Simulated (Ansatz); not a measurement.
From input file to script: CO2, space group P4_2/mnm in Ansatz 0.2.0.

```yaml
crystal:
  lattice:
    - [3.5161, 0.0, 0.0]
    - [0.0, 3.5161, 0.0]
    - [0.0, 0.0, 4.1043]
  atoms:
    - { symbol: C, position: [0.0, 0.0, 0.0] }
    - { symbol: C, position: [0.5, 0.5, 0.5] }
    - { symbol: O, position: [0.23, 0.23, 0.0] }
    - { symbol: O, position: [0.27, 0.73, 0.5] }
    - { symbol: O, position: [0.77, 0.77, 0.0] }
    - { symbol: O, position: [0.73, 0.27, 0.5] }
kpoints:
  mp_grid: { grid: [5, 5, 4] }
hamiltonian:
  xc: lda
scf:
  occupations: { method: fixed }
  eigensolver: { kind: davidson }
  n_extra_bands: 16
output:
  forces: true
  stress: true
  eigenvalues: true
basis:
  xc_grid: 3
```

Launched from the shell:
```console
$ ansatz run input.yaml --threads 1 --pin off --max-ram 3072MiB --backend cpu --events-out ev --progress --plain --runs-dir out
scf.n_extra_bands = 16 over 16 filled bands (N_el = 32.0): the run solves 32 bands
Engine: ansatz 0.2.0, aarch64-unknown-linux-gnu
Pseudopotentials: kind: paw
Pseudopotential: C, paw, valence charge 4, recommended cutoff 420 eV (normal), C.paw.azcp
Pseudopotential: O, paw, valence charge 6, recommended cutoff 420 eV (normal), O.paw.azcp
Functional definition: SPW92
  exchange = slater_x
  correlation = pw_c
davidson cushion auto → on  (no smearing: the cushion is to keep the highest requested band from converging to the state above it; pin scf.eigensolver.cushion to override)
Crystal: 6 atoms, lattice volume = 50.741 Å³
Basis set: ecut = 420 eV, 969 PW (Γ), exchange–correlation on 72×72×90 points (27 copies of the dense FFT grid, shifted against one another)
Bands: 32, of which v1, the nominal top of the filled ones, is band 16 counted from 1 (15 counted from 0)
Symmetry: 16 space group operations
Space group: P42/mnm (ITA 136), of the structure as read, at distance tolerance 3.7e-5 Å
k-points: 18 of 100
Non-local potential: C, projectors of the file, l = 0: 2, l = 1: 2, l = 2: 1
Non-local potential: O, projectors of the file, l = 0: 2, l = 1: 2, l = 2: 1
PAW form: soft (Blöchl's): semilocal exchange-correlation on the pseudo side does not see the compensation charge
PAW frozen core: C, regenerated for the run's functional, and the local potential with it (the file was generated under x = pbe(κ = 0.804, μ = 0.2195149727645171), c = pbe(β = 0.06672455060314922))
PAW frozen core: O, regenerated for the run's functional, and the local potential with it (the file was generated under x = pbe(κ = 0.804, μ = 0.2195149727645171), c = pbe(β = 0.06672455060314922))
PAW one-centre angular grid: C, 110 points (default); XC on 64 Gauss nodes
PAW one-centre angular grid: O, 110 points (default); XC on 64 Gauss nodes
Initial density: superposition of atomic densities (neutral atoms: chi_scale 0, normalization atom), corrected by the library's trained network
Initial wavefunctions: pseudopotential atomic-orbital guess
Functional: x = slater, c = lda
SCF iter   1: F=—  HF=-2703.193312 eV  |F-HF|=—  |Δ(HF+E_count)|=         —  Δρ=1.87e-2  dr2=1.09e-1  ethr=1.77e-3  ⟨swp⟩=7.8  Hψ=2921  notcnv=0
preconditioner: auto → none  [insulator: Δε(μ)=5.803 eV  Ē_g=23.750 eV  n_scr=14 (ndim 8)  ℏωp=29.5 eV  f_vac=0.000  ε∞_Penn≈2.5]
SCF iter   2: F=—  HF=-2703.171963 eV  |F-HF|=—  |Δ(HF+E_count)|=   2.13e-2  Δρ=9.09e-3  dr2=2.74e-2  ethr=3.41e-4  ⟨swp⟩=3.0  Hψ=1403  notcnv=0
iter 3 solved again at ethr=4.55e-6 eV; its pass at ethr=8.55e-5 eV (dr2=1.46e-3 eV) is discarded
SCF iter   3: F=—  HF=-2703.164379 eV  |F-HF|=—  |Δ(HF+E_count)|=   7.58e-3  Δρ=3.28e-3  dr2=1.47e-3  ethr=4.55e-6  ⟨swp⟩=2.6  Hψ=2586  notcnv=0
SCF iter   4: F=—  HF=-2703.164078 eV  |F-HF|=—  |Δ(HF+E_count)|=   3.01e-4  Δρ=3.53e-4  dr2=2.57e-5  ethr=4.55e-6  ⟨swp⟩=2.0  Hψ=1278  notcnv=0
SCF iter   5: F=—  HF=-2703.164076 eV  |F-HF|=—  |Δ(HF+E_count)|=   1.64e-6  Δρ=5.65e-5  dr2=4.69e-7  ethr=8.02e-8  ⟨swp⟩=3.0  Hψ=1535  notcnv=0
SCF iter   6: F=-2703.164076 eV  HF=-2703.164076 eV  |F-HF|=1.41e-8  |Δ(HF+E_count)|=   1.00e-7  Δρ=8.36e-6  dr2=1.92e-8  ethr=1.46e-9  ⟨swp⟩=3.0  Hψ=1634  notcnv=0
SCF 1 converged in 6 iterations: F = -2703.164076 eV  dr2 = 1.92e-8
  Residual-converged pass: ⟨swp⟩=3.0  Hψ=1136  notcnv=0  max |occ|·‖R‖ = 6.3e-6 eV (tolerance 6.7e-6 eV)  dr2=1.96e-8  dr2_onsite=1.22e-9  max |Δocc| = 0.0e0
  greatest PAW one-centre occupation: 0.883 electrons in one spin orbital (limit 2), on the O atom at site 5 (counted from 0), in its partial waves of l = 0
SCF converged after 6 iterations
Free energy (F): -2703.164076 eV
Harris-Foulkes:  -2703.164076 eV  (|F-HF|=1.41e-8)
Internal energy: -2703.164076 eV  (E = F + TS)
E sigma→0 (E₀):  -2703.164076 eV
Fermi energy:    3.623732 eV
--- Per-component energies (eV) ---
  E_band       = -152.212276
  E_kinetic    = 881.296708
  E_local      = -1714.011441  (includes V_loc(G=0)·N_el)
  E_nonlocal   = 263.557617
  E_hartree    = 533.747344
  E_xc         = -379.476923
  E_vxc        = -483.738911  (∫ρ·V_xc dr)
  E_paw        = -775.937156  (= ΣΔE_a)
  E_vpaw       = -166.822089  (= ΣTr[D̂ρ^β])
  E_aug_tail   = 0.010212  (compensation charges beyond the density's cutoff)
  E_ewald      = -1512.863788
  E_core_change = 0.513351  (= ΣΔE_core)
  E_smearing   = -0.000000  (= −TS)
  E_closure    = -0.000000  (closes the sum)
  Σ components = -2703.164076   (vs F -2703.164076, Δ=0.00e0)
--- Forces (eV/Å), atoms counted from 1 ---
  atom   1  C      0.00000000    -0.00000000     0.00000000
  atom   2  C      0.00000000     0.00000000     0.00000000
  atom   3  O      0.84699306     0.84699306     0.00000000
  atom   4  O     -0.84699306     0.84699306     0.00000000
  atom   5  O     -0.84699306    -0.84699306     0.00000000
  atom   6  O      0.84699306    -0.84699306     0.00000000
  max |Σ_I F_I| component: 0.00e0 eV/Å
--- Stress (GPa, compression-positive) ---
       27.362463       0.000000       0.000000
        0.000000      27.362463       0.000000
        0.000000       0.000000      16.707736
  P = ⅓ Tr σ = 23.8109 GPa (238.109 kbar)
--- Band table (eV; the first three rows and the last of 18) ---
  k-point 0: bands = ["-18.7901", "-17.4074", "-16.6525", "-16.6525", "-3.9016", "-3.6075", "-2.3451", "-1.4813", "-1.4813", "-0.1417", "0.1895", "0.1895", "0.3552", "1.8241", "2.3345", "2.3345", "9.5118", "10.1822", "10.1822", "10.9730", "13.5768", "13.9709", "20.2613", "20.4589", "20.9357", "23.0177", "24.5676", "24.5676", "25.2051", "26.3078", "26.3078", "27.0533"]
  k-point 1: bands = ["-18.6073", "-17.6325", "-16.6492", "-16.6492", "-4.2016", "-2.9081", "-2.5467", "-1.3190", "-1.3190", "-0.1410", "-0.1410", "0.0812", "0.1071", "1.4884", "2.3979", "2.3979", "9.7248", "10.4547", "10.4547", "11.9779", "12.7192", "14.1228", "20.3705", "20.7293", "21.6636", "22.9038", "24.5419", "24.5419", "24.6884", "25.4321", "26.4314", "26.4314"]
  k-point 2: bands = ["-18.1408", "-18.1408", "-16.6456", "-16.6456", "-3.8047", "-3.8047", "-1.0349", "-1.0349", "-0.9972", "-0.9972", "-0.6110", "-0.6110", "0.7555", "0.7555", "2.4459", "2.4459", "10.7358", "10.7358", "11.0360", "11.0360", "13.5074", "13.5074", "21.4973", "21.4973", "22.1315", "22.1315", "23.2826", "23.2826", "24.8504", "24.8504", "25.8523", "25.8523"]
  k-point 17: bands = ["-17.6333", "-17.6266", "-17.0484", "-17.0424", "-4.5223", "-4.1975", "-3.2468", "-2.9116", "-1.5283", "-1.2841", "-0.1646", "-0.0850", "2.3698", "2.5026", "3.5001", "3.6016", "10.3145", "10.4287", "11.8885", "11.9357", "16.1404", "16.2488", "18.5317", "18.7542", "20.5529", "20.8932", "21.7718", "21.9043", "24.2939", "24.4632", "27.0812", "27.6501"]
```

`co2_deck.py`:
```python
# -*- coding: utf-8 -*-
import logging
import sys

import ansatz as az
import numpy as np

logging.basicConfig(stream=sys.stdout, format='%(levelname)s:%(name)s:%(message)s')
logger = logging.getLogger('co2')
logger.setLevel(logging.INFO)


def main():
    inputs = {
        'crystal': {
            'lattice': [[3.5161, 0.0, 0.0], [0.0, 3.5161, 0.0], [0.0, 0.0, 4.1043]],
            'atoms': [
                {'symbol': 'C', 'position': [0.0, 0.0, 0.0]},
                {'symbol': 'C', 'position': [0.5, 0.5, 0.5]},
                {'symbol': 'O', 'position': [0.23, 0.23, 0.0]},
                {'symbol': 'O', 'position': [0.27, 0.73, 0.5]},
                {'symbol': 'O', 'position': [0.77, 0.77, 0.0]},
                {'symbol': 'O', 'position': [0.73, 0.27, 0.5]},
            ],
        },
        'kpoints': {'mp_grid': {'grid': [5, 5, 4]}},
        'hamiltonian': {'xc': 'lda'},
        'scf': {
            'occupations': {'method': 'fixed'},
            'eigensolver': {'kind': 'davidson'},
            'n_extra_bands': 16,
        },
        'output': {'forces': True, 'stress': True, 'eigenvalues': True},
        'basis': {'xc_grid': 3},
    }

    result = az.Session.from_dict(inputs).plan(threads=1).execute()
    summary = result.report

    logger.info(f'free energy      {summary["free_energy_ev"]:.5f} eV')
    logger.info(f'per atom         {summary["free_energy_ev"] / len(result.lattice.sites):.5f} eV')
    logger.info(f'SCF iterations   {summary["n_iterations"]}  (converged: {summary["converged"]})')

    gap = None if 'band_edges_ev' not in summary else summary['band_edges_ev'][1] - summary['band_edges_ev'][0]
    print('gap on the k mesh:', 'withheld (metal, or smearing too wide to tell)' if gap is None else f'{gap:.3f} eV')
    print('lowest empty less highest filled band, by band count:', round(summary['gap_by_band_count_ev'], 3), 'eV')

    fermi = summary['fermi_energy_ev']
    logger.info('levels less the Fermi level (eV) at the first k-points (first spin channel where there are two)')
    for k, levels in list(zip(summary['kpoints_frac'], summary['eigenvalues_ev']))[:6]:
        logger.info('k = ({:.3f}, {:.3f}, {:.3f})'.format(*k))
        print('   ', ' '.join(f'{e - fermi:.3f}' for e in levels))

    stress = np.array(summary['stress_gpa'])
    logger.info(f'pressure {np.trace(stress) / 3:.3f} GPa')
    logger.info('stress tensor, GPa, positive in compression')
    print(np.round(stress, 3) + 0.0)

    terms = summary['components']
    print({name: round(terms[name], 3) for name in ('e_kinetic', 'e_hartree', 'e_xc', 'e_local', 'e_nonlocal', 'e_ewald', 'e_paw') if name in terms})


if __name__ == '__main__':
    main()
```

```console
$ python co2_deck.py
DeckWarning: basis.ecutwfc = 420 eV, auto-derived from the records' recommended cutoffs: set by C (normal level)
INFO:co2:free energy      -2703.16408 eV
INFO:co2:per atom         -450.52735 eV
INFO:co2:SCF iterations   6  (converged: True)
gap on the k mesh: 5.888 eV
lowest empty less highest filled band, by band count: 5.888 eV
INFO:co2:levels less the Fermi level (eV) at the first k-points (first spin channel where there are two)
INFO:co2:k = (0.000, 0.000, 0.000)
    -22.414 -21.031 -20.276 -20.276 -7.525 -7.231 -5.969 -5.105 -5.105 -3.765 -3.434 -3.434 -3.269 -1.800 -1.289 -1.289 5.888 6.559 6.559 7.349 9.953 10.347 16.638 16.835 17.312 19.394 20.944 20.944 21.581 22.684 22.684 23.430
INFO:co2:k = (0.000, 0.000, 0.250)
    -22.231 -21.256 -20.273 -20.273 -7.825 -6.532 -6.170 -4.943 -4.943 -3.765 -3.765 -3.543 -3.517 -2.135 -1.226 -1.226 6.101 6.831 6.831 8.354 9.095 10.499 16.747 17.106 18.040 19.280 20.918 20.918 21.065 21.808 22.808 22.808
INFO:co2:k = (0.000, 0.000, -0.500)
    -21.765 -21.765 -20.269 -20.269 -7.428 -7.428 -4.659 -4.659 -4.621 -4.621 -4.235 -4.235 -2.868 -2.868 -1.178 -1.178 7.112 7.112 7.412 7.412 9.884 9.884 17.874 17.874 18.508 18.508 19.659 19.659 21.227 21.227 22.229 22.229
INFO:co2:k = (0.000, 0.200, 0.000)
    -22.256 -21.069 -20.370 -20.301 -7.228 -7.066 -6.210 -5.736 -5.174 -3.908 -3.887 -3.804 -2.752 -1.460 -1.234 -1.171 6.270 6.815 6.856 8.085 9.464 10.936 16.139 16.766 17.349 18.883 19.252 19.786 22.326 22.748 23.769 24.334
INFO:co2:k = (0.000, 0.200, 0.250)
    -22.088 -21.239 -20.378 -20.316 -7.716 -6.741 -6.063 -5.388 -5.163 -4.314 -4.040 -3.525 -2.620 -1.860 -1.245 -1.219 6.481 7.079 7.130 8.856 8.873 10.978 16.262 17.146 17.762 18.828 19.137 19.817 21.320 21.739 23.289 24.024
INFO:co2:k = (0.000, 0.200, -0.500)
    -21.668 -21.668 -20.354 -20.354 -7.511 -7.511 -5.278 -5.278 -4.544 -4.544 -4.190 -4.190 -2.244 -2.244 -1.310 -1.310 7.150 7.150 7.759 7.759 10.265 10.265 17.484 17.484 18.301 18.301 18.751 18.751 20.713 20.713 23.206 23.206
INFO:co2:pressure 23.811 GPa
INFO:co2:stress tensor, GPa, positive in compression
[[27.362  0.     0.   ]
 [ 0.    27.362  0.   ]
 [ 0.     0.    16.708]]
{'e_kinetic': 881.297, 'e_hartree': 533.747, 'e_xc': -379.477, 'e_local': -1714.011, 'e_nonlocal': 263.558, 'e_ewald': -1512.864, 'e_paw': -775.937}
```
(Warnings from the package without file and line, repeats left out.)

Caveats:
- The settings weren't tested for convergence.
- Along an axis with an odd division the mesh misses the point at one half; a gap read on a finite mesh is an upper bound on this functional's gap.
- Semilocal gaps usually lie well under measured ones.
- The energy terms are those on the plane-wave grid, with the one-centre PAW part apart; the terms shown are only some of the summands, so they needn't add up to F.
- Under fixed occupations the level called the Fermi level is the highest filled one on the SCF mesh; off the mesh a filled band can lie a little above it.
- At these settings the cell as given stands under about 24 GPa, so it isn't at this functional's equilibrium volume and may be a high-pressure phase.
- The structure is a deposited one; some such entries were measured under pressure or heat, so a shift against it needn't be the functional's error alone.
- Levels are Kohn-Sham eigenvalues on this mesh.
- The whole script took 2.1 s on 1 thread of Arm Neoverse V1, on a shared host, peak memory 0.34 GiB.

(Lines on the test bed's own set-up are left out of the output.)
